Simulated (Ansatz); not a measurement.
**CH₅F₂NSi: up Jacob's ladder to CCSD(T)**

An exercise on one series of results from a longer session: the logs are not shown, and one member is left open.

The runs use Ansatz 0.2.0, Gaussian basis; functionals in def2-TZVPP, the program's frozen cores in correlated methods.

Levels to be run: LDA (SPW92), PBE-D4, revPBE-D4, BLYP-D4, r2SCAN-D4, B97M-V, PBE0-D4, B3LYP-D4, r2SCANh-D4, r2SCAN0-D4, HSE06-D4, BHLYP-D4, CAM-B3LYP-D4, LC-ωPBE, ωB97X-V, ωB97M-V, B2PLYP, PBE-QIDH; CCSD(T)/def2-SVP; CCSD(T)/def2-TZVPP; MP2/def2-QZVPP; extrapolation to the limit; RPA on PBE.

### Structure used throughout

An earlier PBE0-D4 in a triple-zeta def2 set relaxation fixed the geometry.

10 atoms, charge 0, spin multiplicity 1.

Atoms are counted from 1 here; the program's logs count them from 0.

Bond lengths: N1–Si2 1.708 Å, N1–H6 1.006 Å, N1–H7 1.005 Å, Si2–C3 1.917 Å, Si2–H8 1.488 Å, Si2–H9 1.484 Å, C3–F4 1.373 Å, C3–F5 1.367 Å, C3–H10 1.097 Å. Angles: Si2–N1–H6 122.2°, Si2–N1–H7 121.3°, H6–N1–H7 112.2°, N1–Si2–C3 108.6°, N1–Si2–H8 115.9°, N1–Si2–H9 107.6°, C3–Si2–H8 105.1°, C3–Si2–H9 108.8°, H8–Si2–H9 110.6°, Si2–C3–F4 109.2°, Si2–C3–F5 110.6°, Si2–C3–H10 115.1°, F4–C3–F5 107.2°, F4–C3–H10 106.9°, F5–C3–H10 107.4°.

Coordinates:

```xyz
10

N    -0.1953    0.5632    1.5413
Si   -0.6041    0.3717   -0.1059
C     0.7766   -0.6431   -0.9649
F     0.8958   -1.8611   -0.3434
F     0.4547   -0.8857   -2.2709
H    -0.1837   -0.2102    2.1846
H    -0.3149    1.4443    2.0097
H    -1.8619   -0.3737   -0.3803
H    -0.6547    1.7236   -0.7156
H     1.7706   -0.1801   -0.9518
```

Set-up of the first run:

Input file in.yaml:

```yaml
crystal:
  periodic: [false, false, false]
  atoms:
    - {symbol: N, position_ang: [-0.195269, 0.563169, 1.541335]}
    - {symbol: Si, position_ang: [-0.604140, 0.371664, -0.105915]}
    - {symbol: C, position_ang: [0.776624, -0.643137, -0.964912]}
    - {symbol: F, position_ang: [0.895803, -1.861112, -0.343418]}
    - {symbol: F, position_ang: [0.454748, -0.885669, -2.270884]}
    - {symbol: H, position_ang: [-0.183656, -0.210237, 2.184631]}
    - {symbol: H, position_ang: [-0.314925, 1.444298, 2.009709]}
    - {symbol: H, position_ang: [-1.861905, -0.373692, -0.380344]}
    - {symbol: H, position_ang: [-0.654741, 1.723570, -0.715640]}
    - {symbol: H, position_ang: [1.770560, -0.180053, -0.951760]}
basis:
  gaussian: {orbitals: def2-TZVPP}
hamiltonian: {xc: lda}
output: {orbitals: {seedname: orbitals}}
```

Launch:

```console
$ ansatz run in.yaml --threads 4 --pin off --events-out ev --progress --plain --max-ram 10444MiB
```

Steps of the session up to this table: LDA; PBE-D4 (GGA); revPBE-D4 (GGA); BLYP-D4 (GGA); r2SCAN-D4 (meta-GGA); B97M-V (meta-GGA); B3LYP-D4 (hybrid); r2SCANh-D4 (hybrid); r2SCAN0-D4 (hybrid); HSE06-D4 (hybrid); BHLYP-D4 (hybrid); CAM-B3LYP-D4 (range-separated); LC-ωPBE (range-separated); ωB97X-V (range-separated); ωB97M-V (range-separated); B2PLYP (double hybrid); PBE-QIDH (double hybrid).

One table of the session follows, with a row left open; its other results are not shown here.

It belongs to the step «Frontier levels by functional». 

| functional | HOMO (eV) | gap (eV) |
| --- | --- | --- |
| LDA (SPW92) | -6.32 | 5.41 |
| PBE-D4 | -6.18 | 5.49 |
| revPBE-D4 | -6.12 | 5.54 |
| BLYP-D4 | -6.10 | 5.48 |
| r2SCAN-D4 | -6.50 | 6.30 |
| B97M-V | -6.62 | 6.11 |
| PBE0-D4 | -7.64 | 7.81 |
| B3LYP-D4 | ? | ? |
| r2SCANh-D4 | -7.04 | 7.13 |
| r2SCAN0-D4 | -7.86 | 8.35 |
| HSE06-D4 | -7.23 | 7.03 |
| BHLYP-D4 | -9.05 | 9.95 |
| CAM-B3LYP-D4 | -9.10 | 10.15 |
| LC-ωPBE | -10.45 | 12.77 |
| ωB97X-V | -10.09 | 12.23 |
| ωB97M-V | -9.99 | 11.73 |

**Question.** Estimate the row for B3LYP-D4.

Worked estimate for «HOMO (eV)». Against the share of exact exchange, BLYP-D4 (0, -6.10), BHLYP-D4 (0.5, -9.05) give a slope of -5.90 per unit share; at 0.2 the line stands at -7.28.

The run gave: HOMO (eV): -7.43; gap (eV): 7.32. In «HOMO (eV)» the line misses by +0.15.
